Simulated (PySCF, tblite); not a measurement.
# C9H8O2S: excited states

Wanted: excited states for C9H8O2S (`CS(=O)(=O)c1ccc2c(c1)C=C2`).

Programs: tblite 0.8.0 and PySCF 2.14.0, with routines of our own; each step states its level. All values are computed. Atoms count from 0.

## Step 1: The starting structure

20 atoms, charge 0, multiplicity 1; geometry from: force field or distance geometry start.

## Step 2: Optimising the geometry with GFN2-xTB

What the job is given:

```
{"job": {"kind": "relax", "xc": "GFN2-xTB", "basis": "xTB"}, "charge": 0, "multiplicity": 1}
C     -3.201900    -0.334100     0.465200
S     -2.013100    -0.841200    -0.771900
O     -1.980700    -2.348100    -0.813900
O     -2.548500    -0.345200    -2.092200
C     -0.443300    -0.134600    -0.494400
C     -0.055900     1.076300    -1.056300
C      1.220700     1.528300    -0.768300
C      2.113200     0.842500     0.039800
C      1.709600    -0.368900     0.579900
C      0.434400    -0.851800     0.318000
C      2.991400    -0.513200     1.229700
C      3.389700     0.642300     0.716300
H     -3.938300     0.378700     0.006400
H     -2.732400     0.197400     1.314000
H     -3.686400    -1.267000     0.806900
H     -0.737600     1.651800    -1.684500
H      1.571300     2.470300    -1.171000
H      0.122400    -1.807300     0.744400
H      3.494200    -1.232400     1.889800
H      4.286100     1.266900     0.739200
```

Started as:

```bash
$ OMP_NUM_THREADS=1 python excited_run.py task.json out
```

This one command runs all jobs of the session in turn.

The log of the run:

```text
step      E/eV     max force
  0    -940.48315    5.966
  1    -941.04523    3.055
  2    -941.24113    1.035
  3    -941.29519    0.613
  4    -941.34452    0.528
  5    -941.38273    0.279
  6    -941.39257    0.296
  7    -941.40341    0.232
  8    -941.40738    0.144
  9    -941.41010    0.137
 10    -941.41247    0.129
 11    -941.41562    0.169
 12    -941.41841    0.177
 13    -941.42050    0.152
 14    -941.42188    0.087
 15    -941.42297    0.093
 16    -941.42401    0.088
 17    -941.42502    0.085
 18    -941.42609    0.075
 19    -941.42730    0.098
 20    -941.42865    0.099
 21    -941.42986    0.074
 22    -941.43068    0.076
 23    -941.43124    0.059
 24    -941.43175    0.062
 25    -941.43227    0.049
 26    -941.43274    0.051
 27    -941.43306    0.038
 28    -941.43327    0.027
 29    -941.43344    0.031
 30    -941.43363    0.032
 31    -941.43384    0.035
 32    -941.43410    0.042
 33    -941.43444    0.049
 34    -941.43490    0.051
 35    -941.43539    0.048
 36    -941.43580    0.039
 37    -941.43610    0.042
 38    -941.43636    0.038
 39    -941.43662    0.038
 40    -941.43689    0.040
 41    -941.43721    0.038
 42    -941.43764    0.052
 43    -941.43822    0.062
 44    -941.43888    0.062
 45    -941.43945    0.049
 46    -941.43987    0.048
 47    -941.44021    0.048
 48    -941.44058    0.047
 49    -941.44098    0.046
 50    -941.44140    0.050
 51    -941.44181    0.047
 52    -941.44219    0.048
 53    -941.44249    0.032
 54    -941.44269    0.033
 55    -941.44285    0.028
 56    -941.44298    0.028
 57    -941.44311    0.026
 58    -941.44325    0.027
 59    -941.44340    0.031
 60    -941.44357    0.032
 61    -941.44373    0.030
 62    -941.44389    0.029
 63    -941.44406    0.030
 64    -941.44424    0.033
 65    -941.44443    0.044
 66    -941.44462    0.042
 67    -941.44487    0.039
 68    -941.44520    0.049
 69    -941.44552    0.049
 70    -941.44593    0.055
 71    -941.44628    0.037
 72    -941.44661    0.039
 73    -941.44695    0.042
 74    -941.44721    0.074
 75    -941.44762    0.052
 76    -941.44802    0.044
 77    -941.44901    0.060
 78    -941.44957    0.059
 79    -941.45068    0.069
 80    -941.45201    0.075
 81    -941.45292    0.090
 82    -941.45459    0.118
 83    -941.45574    0.115
 84    -941.45756    0.068
 85    -941.45831    0.070
 86    -941.45958    0.079
 87    -941.46066    0.086
 88    -941.46197    0.089
 89    -941.46319    0.087
 90    -941.46438    0.074
 91    -941.46535    0.104
 92    -941.46570    0.112
 93    -941.46692    0.075
 94    -941.46762    0.097
 95    -941.46854    0.053
 96    -941.46903    0.038
 97    -941.46946    0.037
 98    -941.46976    0.039
 99    -941.47011    0.046
100    -941.47043    0.048
101    -941.47073    0.062
102    -941.47100    0.042
103    -941.47133    0.059
104    -941.47175    0.057
105    -941.47211    0.037
106    -941.47240    0.034
107    -941.47264    0.035
108    -941.47284    0.029
109    -941.47305    0.031
110    -941.47319    0.022
111    -941.47328    0.034
112    -941.47335    0.037
113    -941.47349    0.029
114    -941.47362    0.023
115    -941.47371    0.024
116    -941.47375    0.024
117    -941.47379    0.022
118    -941.47384    0.017
119    -941.47390    0.019
120    -941.47394    0.018
121    -941.47398    0.015
122    -941.47400    0.010
123    -941.47402    0.009
```

It took 0.99 s on 1 thread of Arm Neoverse V2, shared host.

Relaxation path: (not every step is listed)

```csv
step,energy from step 0 (eV),largest force (eV/Å)
0,0.0000,5.9659
1,-0.5621,3.0550
2,-0.7580,1.0351
3,-0.8120,0.6126
4,-0.8614,0.5283
5,-0.8996,0.2793
6,-0.9094,0.2957
7,-0.9203,0.2318
8,-0.9242,0.1436
19,-0.9441,0.0983
30,-0.9505,0.0322
41,-0.9541,0.0382
52,-0.9590,0.0477
63,-0.9609,0.0302
74,-0.9641,0.0744
85,-0.9752,0.0703
96,-0.9859,0.0381
107,-0.9895,0.0351
118,-0.9907,0.0171
119,-0.9907,0.0189
120,-0.9908,0.0180
121,-0.9908,0.0151
122,-0.9909,0.0105
123,-0.9909,0.0085
```

Close pairs (by a distance rule), those that changed most:

```csv
bond,before (Å),after (Å),change (Å)
S1–O3,1.509,1.438,-0.071
S1–O2,1.508,1.438,-0.070
C8–C10,1.444,1.508,+0.063
S1–C4,1.744,1.792,+0.048
C7–C11,1.458,1.506,+0.048
C7–C8,1.386,1.427,+0.041
C0–H12,1.123,1.082,-0.041
C5–C6,1.385,1.423,+0.039
```

The next job starts from the end point, and lists it.

## Step 3: Vibrational analysis with GFN2-xTB

What the job is given:

```
{"job": {"kind": "ir", "xc": "GFN2-xTB", "basis": "xTB"}, "charge": 0, "multiplicity": 1}
C     -3.045870    -0.318397     0.522596
S     -2.044093    -0.901553    -0.880921
O     -1.981824    -2.336603    -0.817125
O     -2.559191    -0.295223    -2.078592
C     -0.421581    -0.227549    -0.529594
C     -0.069981     0.961346    -1.096971
C      1.191642     1.564835    -0.832970
C      1.988933     0.873146     0.012165
C      1.611045    -0.374504     0.593807
C      0.417193    -0.958379     0.352160
C      2.951049    -0.409324     1.283577
C      3.304937     0.764678     0.737257
H     -3.061978     0.763251     0.495747
H     -2.595401    -0.685864     1.435363
H     -4.045299    -0.718053     0.402967
H     -0.769402     1.431508    -1.770716
H      1.458069     2.502443    -1.294469
H      0.079953    -1.905390     0.740857
H      3.415594    -1.114969     1.943836
H      4.171058     1.395280     0.777989
```

The log of the run:

```text
mode    cm-1     km/mol
  1      30.7      2.61
  2      74.1      4.53
  3     114.3      0.54
  4     132.0      1.04
  5     189.8      1.23
  6     251.0      2.44
  7     263.2      7.88
  8     276.0      0.16
  9     298.9      3.40
 10     339.6      4.61
 11     363.6     11.57
 12     437.9     48.61
 13     448.9     36.87
 14     492.0    111.13
 15     564.3      8.05
 16     572.2     17.69
 17     689.2    120.23
 18     704.2      1.88
 19     736.5     80.13
 20     790.2      2.99
 21     795.9     19.05
 22     826.3     33.98
 23     843.6     90.68
 24     856.1      8.79
 25     864.3      3.65
 26     879.3      0.19
 27     891.4     17.99
 28     901.0      0.10
 29    1016.8      2.21
 30    1037.3      1.36
 31    1060.2     27.01
 32    1079.0      0.83
 33    1113.3     30.69
 34    1120.9    377.82
 35    1167.5      5.83
 36    1210.1     28.71
 37    1253.6    409.12
 38    1266.6     32.89
 39    1356.1      3.78
 40    1374.6      0.88
 41    1424.6      5.91
 42    1434.3     11.13
 43    1500.5      8.87
 44    1575.6      1.86
 45    1629.7      0.06
 46    1696.2      8.39
 47    3064.0      1.16
 48    3080.9      2.26
 49    3087.9      6.13
 50    3095.0     14.67
 51    3103.5      9.18
 52    3107.2      4.79
 53    3142.7     11.47
 54    3160.9     39.20
```

Wall time 0.87 s (1 thread of Arm Neoverse V2, shared host).

Which atoms move in the most intense modes:

```csv
cm⁻¹,km/mol,atoms
438,48.6,C5 12 %
492,111.1,"S1 28 %, O3 24 %, O2 22 %"
689,120.2,"C0 33 %, S1 25 %"
736,80.1,"S1 15 %, C6 13 %, C4 12 %, C9 11 %"
844,90.7,"H14 39 %, C0 15 %, H13 11 %, H12 11 %"
1121,377.8,"O2 28 %, O3 28 %, S1 23 %"
1254,409.1,"S1 43 %, O3 27 %, O2 27 %"
3161,39.2,"H19 48 %, H18 43 %"
```

## Step 4: Excited states: TDA PBE0/def2-SVP

The job, as its differences from that of step 3:

```diff
@@ -1,2 +1,2 @@
-{"job": {"kind": "ir", "xc": "GFN2-xTB", "basis": "xTB"}, "charge": 0, "multiplicity": 1}
+{"job": {"kind": "states", "xc": "PBE0", "basis": "def2-SVP", "tda": true, "soc": true, "nstates": 5, "ntriplets": 6, "nquad": 4}, "charge": 0, "multiplicity": 1}
 C     -3.045870    -0.318397     0.522596
```

Level: TDA PBE0/def2-SVP excited states, vertical, gas phase, spin-orbit mean-field couplings.

The log of the run:

```text
coarse grid: 18536 points
cycle   1  E = -894.6740803385  dE =  2.947e+00  |g| = 1.137e+00  |ddm| = 5.718e+00
cycle   2  E = -894.0252319501  dE =  6.488e-01  |g| = 2.172e+00  |ddm| = 3.895e+00
cycle   3  E = -894.9171938857  dE = -8.920e-01  |g| = 2.209e-01  |ddm| = 2.872e+00
cycle   4  E = -894.9267616909  dE = -9.568e-03  |g| = 1.183e-01  |ddm| = 4.134e-01
cycle   5  E = -894.9300031066  dE = -3.241e-03  |g| = 4.829e-02  |ddm| = 1.705e-01
cycle   6  E = -894.9306312171  dE = -6.281e-04  |g| = 7.459e-03  |ddm| = 5.973e-02
cycle   7  E = -894.9306436914  dE = -1.247e-05  |g| = 2.645e-03  |ddm| = 1.073e-02
cycle   8  E = -894.9306451832  dE = -1.492e-06  |g| = 9.397e-04  |ddm| = 3.444e-03
final grid: 178016 points
cycle   9  E = -895.0517519212  dE = -3.042e-05  |g| = 1.104e-02  |ddm| = 5.512e-02
cycle  10  E = -895.0517275080  dE =  2.441e-05  |g| = 1.530e-02  |ddm| = 3.275e-02
cycle  11  E = -895.0517814295  dE = -5.392e-05  |g| = 2.393e-03  |ddm| = 2.011e-02
cycle  12  E = -895.0517825603  dE = -1.131e-06  |g| = 3.384e-04  |ddm| = 2.697e-03
cycle  13  E = -895.0517825793  dE = -1.900e-08  |g| = 1.997e-04  |ddm| = 6.542e-04
cycle  14  E = -895.0517825897  dE = -1.036e-08  |g| = 4.523e-05  |ddm| = 2.621e-04
cycle  15  E = -895.0517825902  dE = -4.839e-10  |g| = 1.526e-05  |ddm| = 6.887e-05
converged SCF energy = -895.0517825902

Singlet excitations
state   eV       nm        f     d(h-e)  d(exc)  Lambda  PR(NTO)  |dmu|/D   mu/D   main configurations
  1   3.1599   392.4   0.00160   0.269   3.031   0.826   1.033    0.691    5.161   H->L 0.98
  2   4.5565   272.1   0.00127   0.482   3.060   0.646   1.927    1.323    4.714   H-2->L 0.42, H->L+1 0.39, H-1->L 0.18
  3   4.8112   257.7   0.00198   3.536   4.672   0.450   1.031   10.530    7.130   H-1->L 0.75, H-2->L 0.21
  4   5.1863   239.1   0.00053   4.249   5.063   0.165   1.003   12.530    8.468   H-3->L 0.98
  5   5.7410   216.0   0.00464   4.102   4.991   0.195   1.017                     H-4->L 0.95

Triplet excitations (Tamm-Dancoff)
state   eV     d(h-e)  d(exc)  Lambda  PR(NTO)   main configurations
  1   1.8494   0.208   2.782   0.826   1.064   H->L 0.95
  2   3.7657   0.168   2.833   0.676   2.006   H->L+1 0.47, H-2->L 0.41, H-1->L 0.09
  3   4.1328   0.142   2.639   0.749   1.945   H->L+2 0.36, H-6->L 0.21, H-2->L 0.17
  4   4.3730   0.293   2.908   0.687   2.020   H->L+1 0.33, H->L+2 0.20, H-2->L 0.19
  5   4.6886   3.166   4.470   0.469   1.088   H-1->L 0.70, H-2->L 0.19
  6   5.1433   4.052   4.954   0.179   1.047   H-3->L 0.95
S1 - T1 = 1.3105 eV

Spin-orbit couplings |<S|Hso|T>| (cm-1)
             T1       T2       T3       T4       T5       T6
S0        0.153    0.406    0.323    0.429    1.027    7.867
S1        0.022    0.076    0.205    0.303    1.446    3.973
S2        0.340    0.120    0.272    0.189    1.827    7.357
S3        1.130    1.301    1.938    2.848    1.518   31.515
S4        3.555    3.756    4.336    9.117   30.176    0.889
S5        2.805    1.655    1.673    2.713    1.470   38.320
T1 sublevels (cm-1): 0.000 0.000 0.000   radiative rates (1/s): 0.00153 0.00277 0.00187
```

It took 61 s on 1 thread of Arm Neoverse V2, shared host; peak memory 0.97 GiB.

Key values:

```csv
quantity,value
S1 less T1,1.31 eV
```

The fields below are evaluated on a grid from the run's orbitals.

Frontier orbitals at PBE0/def2-SVP, with the share of their density that lies nearest to each atom:

```csv
orbital,energy (eV),lies on
HOMO,-6.44,"4 C atoms about 15 % each; C5, C7 about 11 % each"
LUMO,-2.30,"C10, C11 about 18 % each; C7, C8 about 13 % each; C4, C5 about 10 % each"
```

ELF in a plane through or near 8 of the atoms.

Ten even steps from '0' (0.00) to '9' (1.00):
```
0000000000000000000000000000
0000000000000000000000000000
0000000000000000000000000000
0000001200000000000000000000
0000049971000362000000000000
0000079993001998000000000000
0000039985413998000000000000
0000005328777273011000100000
0000017848247253124311300000
0000356733644785754721100000
0004886584630422852510000000
0003774474753687224421000000
0000220136838245104652000000
0000000003528469804542000000
0000000017983399900110000000
0000000039982059900000000000
0000000005850001000000000000
0000000000100000000000000000
0000000000000000000000000000
0000000000000000000000000000
```
The map spans 14.0 Å across and 10.6 Å up, centred on the molecule. Atoms in the plane (x, y in Å): C4 (0.5, -0.2), C5 (0.0, -1.4), C6 (-1.3, -1.7), C8 (-1.6, 0.7), C9 (-0.3, 1.0), C10 (-3.0, 1.3), H15 (0.7, -2.3), H18 (-3.4, 2.3).

On the surface of density 0.002 e/bohr³ the electrostatic potential runs, from the 1st to the 99th percentile, from -1.91 V near O2 to 1.33 V near H19.

## Step 5: What came out

```
                                                                  quantity                  value
                                 strongest single infrared mode (GFN2-xTB)  1254 cm⁻¹, 409 km/mol
                                              zero-point energy (GFN2-xTB)          89.8 kcal/mol
                                    S1 less T1 (step 4, TDA PBE0/def2-SVP)                1.31 eV
potential on the surface of density 0.002 e/bohr³, 1st and 99th percentile     -1.91 V and 1.33 V
```

In words: No mode is imaginary among the 54: a minimum at this level. The strongest single mode, at 1254 cm⁻¹, has its largest shares on S1, O3 and O2 (the list is cut at 3 atoms). GFN2-xTB is a fitted tight-binding method: band positions and strengths are rough. Its intensities can rank the bands wrongly. In step 4, the number of triplets below S1 is 1, and the largest singlet-triplet spin-orbit coupling is S5–T6, 38.32 cm⁻¹. At PBE0/def2-SVP, counted by nearest atom on the grid, the HOMO lies on 4 C atoms about 15 % each; C5, C7 about 11 % each, the LUMO on C10, C11 about 18 % each; C7, C8 about 13 % each.
